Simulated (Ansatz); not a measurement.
Sr2CuSO2:

```
Sr Cu S O
1.0
     3.90234    0.00000    0.00000
     0.00000    3.90234    0.00000
     0.00000    0.00000    6.88128
Sr Cu S O
2 1 1 2
Direct
  0.00000 0.00000 0.75084
  0.00000 0.00000 0.24916
  0.50000 0.50000 0.00000
  0.50000 0.50000 0.50000
  0.50000 0.00000 0.00000
  0.00000 0.50000 0.00000
```

The cell comes from a database or a generator and needn't be the stable form of this composition.

| Item | Value |
| --- | --- |
| Program | Ansatz 0.2.0 |
| Task | single point |
| Functional | PBE |
| Potentials or basis | Ansatz PAW |
| Cutoff | 420 eV (not typed: the program's choice for these potentials) |
| k mesh | 7 × 7 × 4 |
| Occupations | fermi-dirac, width 0.05 eV |
| Spin | no spin polarisation |

On this cell: pressure -0.1 GPa; largest force 0.111 eV/Å; band gap on the k mesh none (metal or under the smearing width).

The same run follows on a disturbed copy (atoms moved at random, drawn with an rms of 0.05 Å):

```xyz
6
Lattice="3.9023 0.0000 0.0000 0.0000 3.9023 0.0000 0.0000 0.0000 6.8813" Properties=species:S:1:pos:R:3 pbc="T T T"
Sr    0.0021    0.0027    5.1170
Sr   -0.0022   -0.0192    1.6712
Cu    1.9076    1.9758   -0.0249
S     1.9870    1.9104    3.4636
O     1.9401   -0.0028    0.0396
O    -0.0126    1.9447   -0.0304
```

Q: What changes?

A: The energy (extrapolated to zero smearing) moves by +4.8 meV/atom; pressure 0.0 GPa; largest force 0.660 eV/Å; band gap on the k mesh none (metal or under the smearing width).

Forces in eV/Å, atoms in the order of the input:
```
Sr  -0.042 -0.005  0.276
Sr  -0.058  0.059 -0.001
Cu   0.500 -0.430  0.006
S   -0.061  0.055 -0.048
O   -0.023  0.280 -0.197
O   -0.317  0.040 -0.035
```

Stress tensor (GPa, compression positive):
```
 0.13 -0.01  0.02
-0.01 -0.09  0.14
 0.02  0.14 -0.06
```

Caveats: an odd number of electrons without spin polarisation forces a metal; a magnetic or distorted state may lie lower; the run has no spin polarisation, though such a crystal can be magnetic; semilocal functionals often make such compounds metallic where correlation or magnetic order opens a gap, which also shifts bond lengths.
